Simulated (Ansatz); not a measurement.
**C₂H₅FSSe: one species, many methods**

An exercise on one series of results from a longer session: the logs are not shown, and one member is left open.

The runs use Ansatz 0.2.0, Gaussian basis; functionals in def2-TZVPP, the program's frozen cores in correlated methods.

The runs, in order: LDA (SPW92), PBE-D4, revPBE-D4, BLYP-D4, r2SCAN-D4, B97M-V, PBE0-D4, B3LYP-D4, r2SCANh-D4, r2SCAN0-D4, HSE06-D4, BHLYP-D4, CAM-B3LYP-D4, LC-ωPBE, ωB97X-V, ωB97M-V, B2PLYP, PBE-QIDH; CCSD(T)/def2-SVP; CCSD(T)/def2-TZVPP; MP2/def2-QZVPP; extrapolation to the limit; RPA on PBE.

**The geometry**

All runs share one geometry, relaxed beforehand with PBE0-D4 in a triple-zeta def2 set.

SMILES `CSC(F)[SeH]`, 10 atoms, charge 0, spin multiplicity 1.

Atoms are counted from 1 here; the program's logs count them from 0.

Bond lengths: C1–S2 1.796 Å, C1–H6 1.091 Å, C1–H7 1.090 Å, C1–H8 1.090 Å, S2–C3 1.801 Å, C3–F4 1.365 Å, C3–Se5 1.955 Å, C3–H9 1.092 Å, Se5–H10 1.473 Å. Angles: S2–C1–H6 111.1°, S2–C1–H7 111.0°, S2–C1–H8 106.3°, H6–C1–H7 110.3°, H6–C1–H8 108.8°, H7–C1–H8 109.2°, C1–S2–C3 98.4°, S2–C3–F4 107.8°, S2–C3–Se5 110.1°, S2–C3–H9 110.5°, F4–C3–Se5 111.0°, F4–C3–H9 108.6°, Se5–C3–H9 108.9°, C3–Se5–H10 95.0°.

Set-up of the first run:

in.yaml

```yaml
crystal:
  periodic: [false, false, false]
  atoms:
    - {symbol: C, position_ang: [-1.640637, -0.159312, 0.128722]}
    - {symbol: S, position_ang: [-0.312345, -1.242073, 0.667325]}
    - {symbol: C, position_ang: [1.072835, -0.131140, 0.364453]}
    - {symbol: F, position_ang: [2.133440, -0.576771, 1.098753]}
    - {symbol: Se, position_ang: [1.503632, -0.100425, -1.541748]}
    - {symbol: H, position_ang: [-1.690500, 0.739283, 0.746073]}
    - {symbol: H, position_ang: [-1.524075, 0.110140, -0.921444]}
    - {symbol: H, position_ang: [-2.565091, -0.723534, 0.252967]}
    - {symbol: H, position_ang: [0.826867, 0.882542, 0.686916]}
    - {symbol: H, position_ang: [2.278775, 1.150188, -1.478917]}
basis:
  gaussian: {orbitals: def2-TZVPP}
hamiltonian: {xc: lda}
output: {orbitals: {seedname: orbitals}}
```

Started as:

```console
> ansatz run in.yaml --threads 4 --pin off --events-out ev --progress --plain --max-ram 10444MiB
```

Among the steps run: LDA; PBE-D4 (GGA); revPBE-D4 (GGA); BLYP-D4 (GGA); r2SCAN-D4 (meta-GGA); B97M-V (meta-GGA); B3LYP-D4 (hybrid); r2SCANh-D4 (hybrid); r2SCAN0-D4 (hybrid); HSE06-D4 (hybrid); BHLYP-D4 (hybrid); CAM-B3LYP-D4 (range-separated); LC-ωPBE (range-separated); ωB97X-V (range-separated); ωB97M-V (range-separated); B2PLYP (double hybrid); PBE-QIDH (double hybrid).

One of the session's tables, all rows but one given; the rest of the session is left out.

It belongs to the step «Frontier levels by functional». 

| functional | HOMO (eV) | gap (eV) |
| --- | --- | --- |
| LDA (SPW92) | -5.77 | 4.34 |
| PBE-D4 | -5.64 | 4.43 |
| revPBE-D4 | -5.59 | 4.47 |
| BLYP-D4 | -5.50 | 4.38 |
| r2SCAN-D4 | -5.89 | 4.90 |
| B97M-V | -5.99 | 4.99 |
| PBE0-D4 | -6.84 | 6.53 |
| B3LYP-D4 | -6.63 | 6.05 |
| r2SCANh-D4 | -6.34 | 5.68 |
| r2SCAN0-D4 | -7.01 | 6.83 |
| HSE06-D4 | ? | ? |
| BHLYP-D4 | -7.93 | 8.53 |
| CAM-B3LYP-D4 | -8.17 | 8.89 |
| LC-ωPBE | -9.53 | 11.48 |
| ωB97X-V | -9.18 | 10.98 |
| ωB97M-V | -9.02 | 10.61 |

Estimate the missing values for HSE06-D4.

As computed: HOMO (eV): -6.44; gap (eV): 5.75. In the column «HOMO (eV)» it lies between B3LYP-D4 (-6.63) and r2SCANh-D4 (-6.34).
